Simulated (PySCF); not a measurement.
# CH2GdO (Gd(H2CO)2+): the cost of one run

Method: several levels, as the steps say, no spin–orbit coupling; program: PySCF 2.14.0.

1 further run of the same task is left out (for a known fault of the program).

## (1) Starting geometry

5 atoms, charge 2, spin multiplicity 1.

Bond lengths: Gd1–O2 2.332 Å, O2–C3 1.230 Å, C3–H4 1.108 Å, C3–H5 1.108 Å. Angles: Gd1–O2–C3 180.0°, O2–C3–H4 120.5°, O2–C3–H5 120.5°, H4–C3–H5 119.0°.

As a file:

```
Gd    0.00000    0.00000   -0.27617
O     0.00000    0.00000    2.05582
C     0.00000    0.00000    3.28577
H     0.95442    0.00000    3.84834
H    -0.95442    0.00000    3.84834
```

Formal oxidation states: Gd +2. Each metal's 8 4f electrons lie in its core potential, so multiplicities, spins and levels count the valence alone. For divalent La, Ce, Gd or Lu the extra electron is normally 5d or 6s, so this core forces an excited configuration. An earlier session relaxed this geometry at PBE0, Gd lcecp-0-SVP with ECP54, O def2-SVP, C def2-SVP, H def2-SVP (singlet, point group C2v).

At PBE0 on the finer grid: E = -143.621421 Eh, frontier levels not given, since the 4f levels lie in the core, Mulliken charge on Gd1 +1.75 e, largest force component 0.006 eV/Å. 

Levels to run: revPBE; CAM-B3LYP; PBE0, TZVP. Hardware: 2 threads of Arm Neoverse V2, shared host.

## (2) revPBE

Contents of run.py (the lines that set the calculation):

```python
mol = gto.M(atom='''
Gd     0.00000     0.00000    -0.27617
O      0.00000     0.00000     2.05582
C      0.00000     0.00000     3.28577
H      0.95442     0.00000     3.84834
H     -0.95442     0.00000     3.84834''',
    basis={'Gd': 'lcecp-0-SVP', 'O': 'def2-SVP', 'C': 'def2-SVP', 'H': 'def2-SVP'},
    ecp={'Gd': 'lcecp-0-SVP'},
    charge=2, spin=0)
mf = dft.RKS(mol, xc='PBE_R,PBE')
mf.grids.atom_grid = (75, 302)  # f atoms: unpruned, at least (60, 302)
mf = mf.density_fit()  # fitting sets: Gd AutoAux, O def2-universal-JKFIT, C def2-universal-JKFIT, H def2-universal-JKFIT
mf.conv_tol = 1e-08; mf.max_cycle = 55
mf.kernel(dm0)  # dm0: the density of the relaxed state
```

Launch:

```sh
> OMP_NUM_THREADS=2 python run.py
```

**Question.** How long does this run take on 2 threads of Arm Neoverse V2, shared host?

About 2 s.
